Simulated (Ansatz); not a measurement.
# C2HCl2FTi: up Jacob's ladder to CCSD(T)

One table from this session's results is given with a row withheld; the runs are named, their logs left out.

Computed with Ansatz 0.2.0, Gaussian basis. Level: functionals in def2-TZVPP, the program's frozen cores in correlated methods.

Levels to be run: LDA (SPW92), PBE-D4, revPBE-D4, BLYP-D4, r2SCAN-D4, B97M-V, PBE0-D4, B3LYP-D4, r2SCANh-D4, r2SCAN0-D4, HSE06-D4, BHLYP-D4, CAM-B3LYP-D4, LC-ωPBE, ωB97X-V, ωB97M-V, B2PLYP, PBE-QIDH; CCSD(T)/def2-SVP; CCSD(T)/def2-TZVPP; MP2/def2-QZVPP; extrapolation to the limit; RPA on PBE.

## The relaxed structure

The geometry comes from an earlier relaxation with PBE0-D4 in a triple-zeta def2 set; it is a stationary point, not always the lowest conformer.

SMILES `C#[C][Ti]([F])([Cl])[Cl]`, 7 atoms, charge 0, spin multiplicity 1.

Atoms are counted from 1 here; the program's logs count them from 0.

Bond lengths: C1–C2 1.215 Å, C1–H7 1.067 Å, C2–Ti3 1.995 Å, Ti3–F4 1.733 Å, Ti3–Cl5 2.168 Å, Ti3–Cl6 2.168 Å. Angles: C2–C1–H7 179.9°, C1–C2–Ti3 179.1°, C2–Ti3–F4 108.3°, C2–Ti3–Cl5 107.4°, C2–Ti3–Cl6 107.4°, F4–Ti3–Cl5 111.0°, F4–Ti3–Cl6 111.0°, Cl5–Ti3–Cl6 111.5°.

Set-up of the first run:

The input, in.yaml:

```yaml
crystal:
  periodic: [false, false, false]
  atoms:
    - {symbol: C, position_ang: [1.560028, -1.348883, 0.533980]}
    - {symbol: C, position_ang: [0.657947, -0.598628, 0.219842]}
    - {symbol: Ti, position_ang: [-0.841389, 0.609054, -0.303358]}
    - {symbol: F, position_ang: [-2.187288, -0.371008, -0.785283]}
    - {symbol: Cl, position_ang: [-0.142830, 1.834353, -1.950455]}
    - {symbol: Cl, position_ang: [-1.338561, 1.814585, 1.429218]}
    - {symbol: H, position_ang: [2.353394, -2.007475, 0.810256]}
basis:
  gaussian: {orbitals: def2-TZVPP}
hamiltonian: {xc: lda}
output: {orbitals: {seedname: orbitals}}
```

Command:

```sh
$ ansatz run in.yaml --threads 4 --pin off --events-out ev --progress --plain --max-ram 10444MiB
```

Among the steps run: LDA; PBE-D4 (GGA); revPBE-D4 (GGA); BLYP-D4 (GGA); r2SCAN-D4 (meta-GGA); B97M-V (meta-GGA); PBE0-D4 (hybrid); B3LYP-D4 (hybrid); r2SCANh-D4 (hybrid); r2SCAN0-D4 (hybrid); HSE06-D4 (hybrid); BHLYP-D4 (hybrid); CAM-B3LYP-D4 (range-separated); LC-ωPBE (range-separated); ωB97X-V (range-separated); ωB97M-V (range-separated); B2PLYP (double hybrid); PBE-QIDH (double hybrid).

One of the session's tables, all rows but one given; the rest of the session is left out.

It belongs to the step «Frontier levels by functional». 

| functional | HOMO (eV) | LUMO (eV) | gap (eV) |
| --- | --- | --- | --- |
| LDA (SPW92) | -7.83 | -4.67 | 3.16 |
| PBE-D4 | -7.62 | -4.43 | 3.19 |
| revPBE-D4 | -7.55 | -4.35 | 3.20 |
| BLYP-D4 | -7.44 | -4.30 | 3.14 |
| r2SCAN-D4 | -7.90 | -4.42 | 3.48 |
| B97M-V | -7.87 | -4.39 | 3.48 |
| PBE0-D4 | -8.83 | -3.65 | 5.18 |
| B3LYP-D4 | -8.57 | -3.86 | 4.71 |
| r2SCANh-D4 | -8.34 | -4.11 | 4.23 |
| r2SCAN0-D4 | -9.01 | -3.63 | 5.39 |
| HSE06-D4 | ? | ? | ? |
| BHLYP-D4 | -9.86 | -2.65 | 7.21 |
| CAM-B3LYP-D4 | -10.13 | -2.63 | 7.50 |
| LC-ωPBE | -11.55 | -1.61 | 9.95 |
| ωB97X-V | -11.13 | -1.58 | 9.55 |
| ωB97M-V | -11.00 | -1.56 | 9.44 |

Estimate the missing values for HSE06-D4.

The run gave: HOMO (eV): -8.43; LUMO (eV): -4.02; gap (eV): 4.40. In the column «HOMO (eV)» it lies between B3LYP-D4 (-8.57) and r2SCANh-D4 (-8.34).
